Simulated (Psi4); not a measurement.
# InNH2Cl (SMILES [NH2][In][Cl]) at U-revPBE/def2-SVP (core potential)

What is the energy change on altering one bond length of InNH2Cl at U-revPBE/def2-SVP (core potential)? 

The calculation is run with Psi4 1.11.

1 further run of the same task is left out (it didn't finish).

### Step 1. Starting point

InNH2Cl: 5 atoms, total charge 0, spin state doublet. SMILES: `[NH2][In][Cl]`. Geometry: relaxed at PBE0-D4/def2-TZVP. This is one conformer, not always the lowest.

Bond lengths: N1–In2 2.072 Å, In2–Cl3 2.369 Å, N1–H4 1.015 Å, N1–H5 1.017 Å. Angles: N1–In2–Cl3 113.1°, In2–N1–H4 113.0°, In2–N1–H5 110.3°, H4–N1–H5 107.4°.

### Step 2. The energy at U-revPBE/def2-SVP (core potential)

job.in reads:

```
memory 2200 mb

molecule m {
  0 2
  N     -0.142600     0.808600    -0.493900
  In    -0.411600    -1.217800    -0.153300
  Cl     1.391500    -2.211500     1.018700
  H     -0.999700     1.283800    -0.756700
  H      0.212300     1.263200     0.343800
  symmetry c1
}

set reference uks
set puream true
set e_convergence 1e-09
set d_convergence 1e-08
set scf_type pk
set dft_radial_points 99
set dft_spherical_points 590
set maxiter 100

energy("revpbe/def2-SVP")
print_variables()
```

Run with:

```bash
$ psi4 -i job.in -o job.out -n 1
```

job.out:

```text
[...]
    !!!  WARNING: ECP capability is in beta. Please check occupations closely.  !!!
[...]
  Running in c1 symmetry.
[...]
  Nuclear repulsion =  154.716518533842446
[...]
  Multiplicity = 2
[...]
  Nalpha       = 24
  Nbeta        = 23
[...]
    Number of basis functions: 68
[...]
   @UKS iter   1:  -705.65160818282084   -6.72750e-01   1.38730e-02 DIIS/ADIIS
[...]
   @UKS iter  14:  -706.08163762593165   -3.41061e-12   6.34809e-09 DIIS
[...]
   @S^2 Observed:                7.533503893E-01
[...]
    Orbital Energies [Eh]
    ---------------------
    Alpha Occupied:
       1A   -100.617475     2A    -14.008308     3A     -9.139580
       4A     -6.962171     5A     -6.955654     6A     -6.955283
       7A     -4.488883     8A     -2.933546     9A     -2.929177
      10A     -2.926056    11A     -0.770281    12A     -0.725361
      13A     -0.695901    14A     -0.694195    15A     -0.693777
      16A     -0.684715    17A     -0.667171    18A     -0.429548
      19A     -0.381027    20A     -0.303391    21A     -0.258555
      22A     -0.254515    23A     -0.237839    24A     -0.189325
    Alpha Virtual:
      25A     -0.070588    26A     -0.008418    27A     -0.003143
[...]
  @UKS Final Energy:  -706.08163762593165
   => Energetics <=
    Nuclear Repulsion Energy =            154.7165185338424465
    One-Electron Energy =               -1354.7853068114116013
    Two-Electron Energy =                 546.5835853637290711
    DFT Exchange-Correlation Energy =     -52.5964347120915789
    Empirical Dispersion Energy =           0.0000000000000000
    VV10 Nonlocal Energy =                  0.0000000000000000
    Total Energy =                       -706.0816376259316485
[...]
 Multipole Moments:
 ------------------------------------------------------------------------------------
     Multipole            Electronic (a.u.)      Nuclear  (a.u.)        Total (a.u.)
 ------------------------------------------------------------------------------------
 L = 1.  Multiply by 2.5417464519 to convert [e a0] to [Debye]
 Dipole X            :        -26.7659247           25.7573826           -1.0085421
 Dipole Y            :         -4.3219061            5.0215680            0.6996619
 Dipole Z            :        -13.8348213           13.6131492           -0.2216721
 Magnitude           :                                                    1.2473261
[...]
```

Run time: 28 s. Hardware: 1 thread of Intel Xeon at 2.50GHz (Skylake/Cascade Lake), shared host; peak memory 0.69 GiB.

### Step 3. The distorted shape at the same level

job.dat reads:

```
memory 2200 MB

molecule m {
  0 2
  N
  In 1 R2
  Cl 2 R3 1 A3
  H 1 R4 2 A4 3 D4
  H 1 R5 4 A5 2 D5

  R2 = 2.072358
  R3 = 3.5535
  A3 = 113.12071
  R4 = 1.014642
  A4 = 113.009
  D4 = -164.07964
  R5 = 1.017033
  A5 = 107.38364
  D5 = -121.86895
  symmetry c1
  no_reorient
  no_com
}

set {
  reference            uks
  puream               true
  e_convergence        1e-09
  d_convergence        1e-08
  scf_type             pk
  dft_radial_points    99
  dft_spherical_points 590
  maxiter              100
}

result, w = energy('revpbe/def2-SVP', return_wfn=True)
```

Run with:

```bash
$ psi4 -n 1 job.dat job.out
```

job.out:

```text
[...]
    !!!  WARNING: ECP capability is in beta. Please check occupations closely.  !!!
[...]
  Running in c1 symmetry.
[...]
  Nuclear repulsion =  123.518656896313871
[...]
  Multiplicity = 2
[...]
  Nalpha       = 24
  Nbeta        = 23
[...]
    Number of basis functions: 68
[...]
   @UKS iter   1:  -705.57507726645406   -7.14763e-01   1.37745e-02 ADIIS/DIIS
[...]
   @UKS iter  19:  -706.03123864634847   -8.18545e-12   7.84763e-09 DIIS
[...]
   @S^2 Observed:                7.549980830E-01
[...]
    Orbital Energies [Eh]
    ---------------------
    Alpha Occupied:
       1A   -100.585143     2A    -14.021049     3A     -9.105023
       4A     -6.932603     5A     -6.919909     6A     -6.919144
       7A     -4.504536     8A     -2.948271     9A     -2.947127
      10A     -2.939775    11A     -0.784933    12A     -0.711784
      13A     -0.711727    14A     -0.707172    15A     -0.705798
      16A     -0.696684    17A     -0.650443    18A     -0.444836
      19A     -0.384593    20A     -0.268691    21A     -0.248209
      22A     -0.221905    23A     -0.210950    24A     -0.208368
    Alpha Virtual:
      25A     -0.090498    26A     -0.082498    27A     -0.021081
[...]
  @UKS Final Energy:  -706.03123864634847
   => Energetics <=
    Nuclear Repulsion Energy =            123.5186568963138711
    One-Electron Energy =               -1292.6285966754403489
    Two-Electron Energy =                 515.6154866167378259
    DFT Exchange-Correlation Energy =     -52.5367854839597541
    Empirical Dispersion Energy =           0.0000000000000000
    VV10 Nonlocal Energy =                  0.0000000000000000
    Total Energy =                       -706.0312386463484700
[...]
 Multipole Moments:
 ------------------------------------------------------------------------------------
     Multipole            Electronic (a.u.)      Nuclear  (a.u.)        Total (a.u.)
 ------------------------------------------------------------------------------------
 L = 1.  Multiply by 2.5417464519 to convert [e a0] to [Debye]
 Dipole X            :         -0.8084580            1.2383142            0.4298562
 Dipole Y            :         45.6232246          -43.5188575            2.1043671
 Dipole Z            :         -1.4023581            0.2178119           -1.1845462
 Magnitude           :                                                    2.4528120
[...]
```

Wall time 33 s (1 thread of Intel Xeon at 2.50GHz (Skylake/Cascade Lake), shared host); peak memory 0.67 GiB.

### Step 4. Results

Level: U-revPBE/def2-SVP (core potential).

```
                                                           quantity          value
                                          first shape: total energy  -706.08164 Eh
                                         first shape: dipole moment         3.17 D
                    first shape: HOMO energy (highest over α and β)       -5.15 eV
                     first shape: LUMO energy (lowest over α and β)       -4.20 eV
                                                  first shape: ⟨S²⟩          0.753
                                      distorted shape: total energy  -706.03124 Eh
                                     distorted shape: dipole moment         6.23 D
                distorted shape: HOMO energy (highest over α and β)       -5.46 eV
                 distorted shape: LUMO energy (lowest over α and β)       -5.26 eV
                                              distorted shape: ⟨S²⟩          0.755
energy change with the In2–Cl3 bond stretched from 2.369 to 3.553 Å       1.371 eV
```

With the In2–Cl3 bond stretched from 2.369 to 3.553 Å the energy rises by 1.37 eV (32 kcal/mol). The first shape isn't relaxed at this level, so the change isn't measured from a minimum.
